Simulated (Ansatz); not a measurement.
Working through a single point in a Gaussian basis of C₂H₈BFO, SMILES C[B-](C)([OH2+])F

Program: the Ansatz DFT code, driven from Python.

Notebook, run cell by cell (the value of a cell's last expression is shown):

```python
from pathlib import Path

import ansatz as az
from ase import Atoms
import numpy as np
```

```python
atoms = Atoms(["C", "B", "C", "O", "F", "H", "H", "H", "H", "H", "H", "H", "H"], positions=[
    (-1.3912, -0.0619, -0.4373),
    (0.11, 0.3521, -0.2757),
    (0.9372, -0.9763, 0.0172),
    (0.3387, 1.3599, 0.8116),
    (0.5927, 0.9341, -1.5383),
    (-1.8249, -0.4802, 0.4742),
    (-1.5422, -0.7132, -1.2984),
    (-1.9853, 0.9228, -0.6544),
    (0.6103, -1.4473, 1.0026),
    (2.0438, -0.7152, 0.1784),
    (0.8615, -1.6911, -0.7925),
    (0.0886, 0.886, 1.6827),
    (1.1814, 1.5956, 0.8449),
])
system = az.Crystal.molecule_from_ase(atoms)
```

```python
model = (
    system.calculation()
    .basis(gaussian="def2-TZVP")
    .functional("pbe0", dispersion="d4")
    .forces()
    .orbitals()
)
print(model.to_yaml())
outcome = model.run(runs_dir="out")
summary = outcome.report
```

    crystal:
      periodic: [false, false, false]
      atoms:
        - { symbol: C, position_ang: [-1.3912, -0.0619, -0.4373] }
        - { symbol: B, position_ang: [0.11, 0.3521, -0.2757] }
        - { symbol: C, position_ang: [0.9372, -0.9763, 0.0172] }
        - { symbol: O, position_ang: [0.3387, 1.3599, 0.8116] }
        - { symbol: F, position_ang: [0.5927, 0.9341, -1.5383] }
        - { symbol: H, position_ang: [-1.8249, -0.4802, 0.4742] }
        - { symbol: H, position_ang: [-1.5422, -0.7132, -1.2984] }
        - { symbol: H, position_ang: [-1.9853, 0.9228, -0.6544] }
        - { symbol: H, position_ang: [0.6103, -1.4473, 1.0026] }
        - { symbol: H, position_ang: [2.0438, -0.7152, 0.1784] }
        - { symbol: H, position_ang: [0.8615, -1.6911, -0.7925] }
        - { symbol: H, position_ang: [0.0886, 0.886, 1.6827] }
        - { symbol: H, position_ang: [1.1814, 1.5956, 0.8449] }
    basis:
      gaussian:
        orbitals: def2-TZVP
    hamiltonian:
      xc: pbe0
      dispersion: d4
    output:
      orbitals: {}
      forces: true

```python
sorted(key for key in summary if key.endswith("_ev"))
```

    ['free_energy_ev', 'reference_energy_ev']

```python
summary["converged"], summary["free_energy_ev"]
```

    (True, -7640.609011917753)

```python
print("reference energy %16.6f eV" % summary["reference_energy_ev"])
print("total energy     %16.6f eV" % summary["free_energy_ev"])
print("occupied orbitals outside the frozen core (up, down):", summary["n_occupied"], " frozen:", summary["n_frozen"], " virtual:", summary["n_virtual"])
```

    reference energy     -7640.428927 eV
    total energy         -7640.609012 eV
    occupied orbitals outside the frozen core (up, down): [21, 21]  frozen: 0  virtual: [182, 182]

```python
field = summary["mean_field"]
print("<S^2> =", round(abs(field["state"]["spin_squared"]), 4), " all-electron relativity setting:", field["relativity"])
print("passes:", field["passes"])
if "symmetry" in field:
    print("occupied orbitals by irrep:", field["symmetry"]["occupied"])
```

    <S^2> = 0.0  all-electron relativity setting: none
    passes: {'evaluations': 16, 'products': 12}
    occupied orbitals by irrep: [{'A': 21}, {'A': 21}]

```python
symbols = [site.symbol for site in system.cartesian_sites]
print("forces (eV/A)")
for symbol, f in zip(symbols, summary["forces_ev_ang"]):
    print(f"  {symbol:2s} {f[0]:9.4f} {f[1]:9.4f} {f[2]:9.4f}")
```

    forces (eV/A)
      C    -1.8536    2.9859    0.1024
      B     0.2408   -2.5907   -4.1033
      C     1.9065    0.5644    2.2062
      O    -6.6075   -1.4985    2.7944
      F    -0.2204    0.1901    1.7661
      H    -0.1822   -0.2836   -0.0981
      H     0.0795   -0.0941    0.1964
      H     0.5851   -1.6658    0.2496
      H     0.2901    0.1820   -1.1467
      H    -1.0687   -0.5890   -0.3290
      H    -0.0280   -0.1764   -0.0390
      H     0.6211    1.2108   -1.8904
      H     6.2375    1.7649    0.2914

```python
charges = summary["charge_distribution"]
print("dipole moment", round(4.803205 * float(np.linalg.norm(charges["dipole_moment_e_ang"])), 3), "D")
print("Mulliken:", [(s, round(q, 3)) for s, q in zip(symbols, charges["mulliken_charges_e"])])

lines = Path(summary["orbitals_path"]).read_text().splitlines()
field_of = lambda key: [line.split("=")[1].strip() for line in lines if line.startswith(key)]
orbitals = [(27.211386 * float(e), s, float(n)) for e, s, n in zip(field_of("Ene="), field_of("Spin="), field_of("Occup="))]
homo = max(e for e, _, n in orbitals if n > 0.5)
lumo = min(e for e, _, n in orbitals if n < 0.5)
print(f"HOMO {homo:.3f} eV, LUMO {lumo:.3f} eV, gap {lumo - homo:.3f} eV")
```

    dipole moment 5.502 D
    Mulliken: [('C', -0.424), ('B', 0.087), ('C', -0.427), ('O', -0.286), ('F', -0.356), ('H', 0.095), ('H', 0.137), ('H', 0.103), ('H', 0.096), ('H', 0.086), ('H', 0.141), ('H', 0.402), ('H', 0.347)]
    HOMO -7.112 eV, LUMO -0.859 eV, gap 6.253 eV

Reading the output:
- Total energies depend on the basis set; only differences at equal settings carry meaning.
- The geometry is a force-field or estimated start, not a minimum of this method, and the basis set is short of its limit.
- Total less reference energy is the dispersion correction.
- Levels such as HOMO and LUMO are orbital energies: with these approximate functionals they aren't the ionisation energy and electron affinity, and their gap isn't the fundamental gap.
- Wall time of the script: 7.3 s on 1 thread of AMD EPYC 9B14 (Zen 4) (shared host), peak memory 0.53 GiB.
